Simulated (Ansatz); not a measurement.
# Zn2P: the cost of one run

Computed with Ansatz 0.2.0 (DFT PBE, scalar-relativistic, plane waves, PAW, unless a step's input says otherwise).

### Step 1. The system as given

It takes space group P4/nmm (No. 129, tetragonal). Conventional cell: a = 3.804 Å, b = 3.804 Å, c = 5.803 Å, α = 90.00°, β = 90.00°, γ = 90.00°. Zn (site symmetry -4m2) has 8 Zn at 2.46 to 2.69 Å and 4 P at 2.58 Å as nearest neighbours. Around Zn (site symmetry 4mm) lie 4 Zn at 2.46 Å and 5 P at 2.50 to 2.70 Å. P (site symmetry 4mm) has 9 Zn at 2.50 to 2.70 Å as nearest neighbours.

Structure file:

```cif
data_structure
_symmetry_space_group_name_H-M 'P4/nmm:1'
_symmetry_Int_Tables_number 129
_cell_length_a 3.8035
_cell_length_b 3.8035
_cell_length_c 5.8034
_cell_angle_alpha 90.000
_cell_angle_beta 90.000
_cell_angle_gamma 90.000
_cell_volume 83.96
loop_
_atom_site_label
_atom_site_type_symbol
_atom_site_symmetry_multiplicity
_atom_site_Wyckoff_symbol
_atom_site_fract_x
_atom_site_fract_y
_atom_site_fract_z
_atom_site_occupancy
Zn1 Zn 2 a 0.00000 0.00000 0.00000 1
Zn2 Zn 2 c 0.00000 0.50000 0.27000 1
P1 P 2 c 0.00000 0.50000 0.70000 1
```

This is candidate A: Cu2Sb type (P4/nmm, No. 129).

(A quick probe on a coarse mesh, which set the mesh and smearing, is not shown.)

### Step 3. A loose first relaxation (candidate A)

Input file input.yaml:

```yaml
crystal:
  lattice:
    - [3.8035415096, 0.0, 0.0]
    - [0.0, 3.8035415096, 0.0]
    - [0.0, 0.0, 5.8034497332]
  atoms:
    - { symbol: Zn, position: [0.0, 0.0, 0.0] }
    - { symbol: Zn, position: [0.5, 0.5, 0.0] }
    - { symbol: Zn, position: [0.0, 0.5, 0.27] }
    - { symbol: Zn, position: [0.5, 0.0, 0.73] }
    - { symbol: P, position: [0.0, 0.5, 0.7] }
    - { symbol: P, position: [0.5, 0.0, 0.3] }
basis:
  ecutwfc: 420
kpoints:
  mp_grid: { grid: [4, 4, 4] }
hamiltonian:
  xc: pbe
scf:
  occupations: { method: gaussian, width: 0.1 }
  lower_state_search: "off"
output:
  forces: true
  stress: true
  eigenvalues: true
relax:
  adjacent_minimum: "off"
  f_tol: 0.04
  max_steps: 70
  cell: { stress_tol: 0.4 }
```

On the command line:

```console
$ ansatz run input.yaml --threads 1 --pin off --max-ram 2560MiB --backend cpu --events-out ev --progress --plain --runs-dir out
```

What time and memory should one allow on 1 thread of Intel Xeon Platinum 8259CL at 2.50GHz (Skylake/Cascade Lake), shared host?

About 82 s, with a peak of 0.44 GiB.
